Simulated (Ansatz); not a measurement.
**GeSe (Germanium monoselenide) at 6 levels**

Aim: a comparison of 6 runs (B3LYP/6-31G*, B2PLYP/aug-cc-pVTZ, B3LYP/aug-cc-pVTZ, r2SCAN/aug-cc-pVTZ, wB97X/aug-cc-pVTZ, MP2/aug-cc-pVTZ) of GeSe (Germanium monoselenide). 

The results are computed with Ansatz 0.2.0.

30 further runs of the same task are left out: 30 set aside as unsound or not needed.

## (1) The molecule

GeSe has 2 atoms, charge 0, and is taken as a singlet. SMILES: `[Ge-]#[Se+]`. The Ge1–Se2 distance was set to 2.455 Å, away from the relaxed value.

Bond lengths: Ge1–Se2 2.455 Å.

## (2) The energy at B3LYP/6-31G(d) (Cartesian functions) (run 1)

File in.yaml:

```yaml
crystal:
  periodic: [false, false, false]
  atoms:
    - symbol: Ge
      position_ang: [0.000000, 0.000000, -0.320171]
    - symbol: Se
      position_ang: [0.000000, 0.000000, 2.134629]
basis:
  gaussian:
    orbitals: "6-31G*"
hamiltonian:
  xc: {name: B3LYP}
accuracy: high
output: {orbitals: {seedname: orbitals}}
```

The run is started by

```
$ ansatz run in.yaml --threads 1 --pin off --max-ram 3480MiB --events-out events.jsonl --progress --plain --runs-dir runs
```

Output:

```text
Warning: RAYON_NUM_THREADS=1 ignored (pool sized by the plan → 1); use --threads N
Functional definition: B3LYP
  name "B3LYP"
  parameter a0 = 0.2
  parameter ax = 0.72
  parameter ac = 0.81
  exchange = (1 - a0 - ax)*slater_x + ax*b88_x + a0*exact_x
  correlation = (1 - ac)*vwn_rpa_c + ac*lyp_c
1079 factors; integrals over basis functions are off by at most 4.8e-9 eV
mean field evaluation 1: about -121851.5419 eV, gradient 2.8e1 eV
mean field evaluation 2: about -121790.0312 eV, gradient 1.1e2 eV
mean field evaluation 4: about -121854.9117 eV, gradient 3.5e0 eV
mean field evaluation 8: about -121854.9693 eV, gradient 5.4e-1 eV
mean field evaluation 16: about -121854.9704 eV, gradient 4.3e-6 eV
mean field -121854.97043415 eV, -4478.0875671894 hartree, gradient 1.9e-8 eV, S^2 0.000000; 0 other end points of the search recorded, 0 dependent functions left out
reference -121854.97046026 eV, -4478.0875681490 hartree; 33, 33 occupied and 37, 37 virtual orbitals, 1079 factors
Total energy: -121854.97046026 eV, -4478.0875681490 hartree
```

Run time: 4.2 s. Hardware: 1 thread of Arm Neoverse V2, shared host; peak memory 0.18 GiB.

## (3) The energy at B2PLYP/aug-cc-pVTZ (run 2)

File in.yaml:

```yaml
crystal:
  periodic: [false, false, false]
  atoms:
    - {symbol: Ge, position_ang: [0.000000, 0.000000, -0.320171]}
    - {symbol: Se, position_ang: [0.000000, 0.000000, 2.134629]}
basis:
  gaussian:
    orbitals: aug-cc-pVTZ
hamiltonian:
  xc: {name: B2PLYP}
correlation:
  frozen_orbitals: {Ge: 9, Se: 9}
accuracy: high
output: {orbitals: {seedname: orbitals}}
```

The run is started by

```
$ ansatz run in.yaml --threads 1 --pin off --max-ram 3480MiB --events-out events.jsonl --progress --plain --runs-dir runs
```

Output, shortened:

```text
Warning: RAYON_NUM_THREADS=1 ignored (pool sized by the plan → 1); use --threads N
Functional definition: B2PLYP
  name "B2PLYP"
[...]
1504 factors; integrals over basis functions are off by at most 4.0e-9 eV
[...]
mean field -121845.69358003 eV, -4477.7466490887 hartree, gradient 3.9e-8 eV, S^2 0.000000; 0 other end points of the search recorded, 0 dependent functions left out
18 core orbitals not correlated: weight in the atoms' cores, before any rotation towards them, 1.000 or more for the frozen orbitals, at most 0.000 for the correlated occupied ones
reference -121845.69359790 eV, -4477.7466497455 hartree; 15, 15 occupied and 85, 85 virtual orbitals, 1504 factors
second order -13.82021747 eV of doubles, -0.00000000 eV of singles
Total energy: -121849.42505662 eV, -4477.8837783241 hartree
```

Wall time 19 s (1 thread of Arm Neoverse V2, shared host); peak memory 0.43 GiB.

Runs 3 to 4 aren't shown in full; the table further down has their settings and results.

## (4) A single-point energy at wB97X/aug-cc-pVTZ (run 5)

Changes to in.yaml since step 3:

```diff
@@ -9,5 +9,3 @@
 hamiltonian:
-  xc: {name: B2PLYP}
-correlation:
-  frozen_orbitals: {Ge: 9, Se: 9}
+  xc: {name: wB97X}
 accuracy: high
```

The run is started by

```
$ ansatz run in.yaml --threads 1 --pin off --max-ram 3480MiB --events-out events.jsonl --progress --plain --runs-dir runs
```

Output, shortened:

```text
Warning: RAYON_NUM_THREADS=1 ignored (pool sized by the plan → 1); use --threads N
Functional definition: wB97X
  name "wB97X"
[...]
      + exact_x_lr(omega)
[...]
      + integral(e_c_pw_opposite_spin*poly(b97_u_opposite, 1, cos1, cos2, cos3, cos4))
1504 factors; integrals over basis functions are off by at most 4.0e-9 eV
421 factors; integrals over basis functions are off by at most 1.4e-9 eV
[...]
mean field -121871.98260580 eV, -4478.7127529662 hartree, gradient 3.2e-8 eV, S^2 0.000000; 0 other end points of the search recorded, 0 dependent functions left out
reference -121871.98260283 eV, -4478.7127528572 hartree; 33, 33 occupied and 85, 85 virtual orbitals, 1504 factors
Total energy: -121871.98260283 eV, -4478.7127528572 hartree
```

It took 40 s on 1 thread of Arm Neoverse V2, shared host; peak memory 0.55 GiB.

## (5) A single-point energy at MP2/aug-cc-pVTZ (run 6)

File job.yaml:

```yaml
crystal:
  periodic: [false, false, false]
  atoms:
    - symbol: Ge
      position_ang: [0.000000, 0.000000, -0.320171]
    - symbol: Se
      position_ang: [0.000000, 0.000000, 2.134629]
basis:
  gaussian:
    orbitals: aug-cc-pVTZ
correlation:
  method: mp2
  frozen_orbitals: {Ge: 9, Se: 9}
accuracy: high
```

The run is started by

```
$ ansatz run job.yaml --threads 1 --pin off --max-ram 3480MiB --events-out events.jsonl --progress --plain --runs-dir runs
```

Output:

```text
Warning: RAYON_NUM_THREADS=1 ignored (pool sized by the plan → 1); use --threads N
Functional definition: HF
  name "HF"
  exchange = exact_x
  correlation = 0
1504 factors; integrals over basis functions are off by at most 4.0e-9 eV
mean field evaluation 1: about -121776.3709 eV, gradient 2.3e1 eV
mean field evaluation 2: about -121776.4466 eV, gradient 2.3e1 eV
mean field evaluation 4: about -121779.0656 eV, gradient 2.2e0 eV
mean field evaluation 8: about -121779.1121 eV, gradient 4.1e-1 eV
mean field evaluation 16: about -121779.1146 eV, gradient 9.5e-7 eV
mean field -121779.11455110 eV, -4475.2999149044 hartree, gradient 2.2e-8 eV, S^2 0.000000; 0 other end points of the search recorded, 0 dependent functions left out; unrestricted orbitals would lower it
18 core orbitals not correlated: weight in the atoms' cores, before any rotation towards them, 1.000 or more for the frozen orbitals, at most 0.000 for the correlated occupied ones
reference -121779.11455110 eV, -4475.2999149044 hartree; 15, 15 occupied and 85, 85 virtual orbitals, 1504 factors
second order -10.59307057 eV of doubles, -0.00000000 eV of singles
Total energy: -121789.70762167 eV, -4475.6892030675 hartree
```

Run time: 6 s. Hardware: 1 thread of Arm Neoverse V2, shared host; peak memory 0.31 GiB.

## (6) Overview of the runs

```csv
run,level,Cartesian functions,frozen core orbitals,energy (Eh),HOMO energy (eV),LUMO energy (eV),HOMO–LUMO gap (eV),wall time
1,B3LYP/6-31G* (Cartesian functions),yes,–,-4478.087568,-6.69,-3.28,3.41,4.2 s
2,B2PLYP/aug-cc-pVTZ,no,18,-4477.883778,-7.56,-2.18,5.39,19 s
3,B3LYP/aug-cc-pVTZ,no,–,-4478.738363,-6.74,-3.33,3.40,11 s
4,r2SCAN/aug-cc-pVTZ,no,–,-4478.628075,-6.31,-3.79,2.52,17 s
5,wB97X/aug-cc-pVTZ,no,–,-4478.712753,-8.91,-1.34,7.57,40 s
6,MP2/aug-cc-pVTZ,no,18,-4475.689203,–,–,–,6 s
```

## (7) Summary of results

| quantity | value |
| --- | --- |
| run 6: total energy | -4475.68920 Eh |
| run 6: correlation energy (18 core orbitals frozen) | -389.3 mEh |

**Reading.** Over runs 1, 2, 3, 4, 5 the HOMO–LUMO gap runs from 2.52 eV (r2SCAN/aug-cc-pVTZ) to 7.57 eV (wB97X/aug-cc-pVTZ). Totals of different functionals can't be ranked against each other. In run 6 the log says that unrestricted orbitals would lower the reference, so the values rest on an unstable closed-shell determinant (other closed-shell runs at this shape may share the fault). All runs together took 96 s, the longest 40 s.
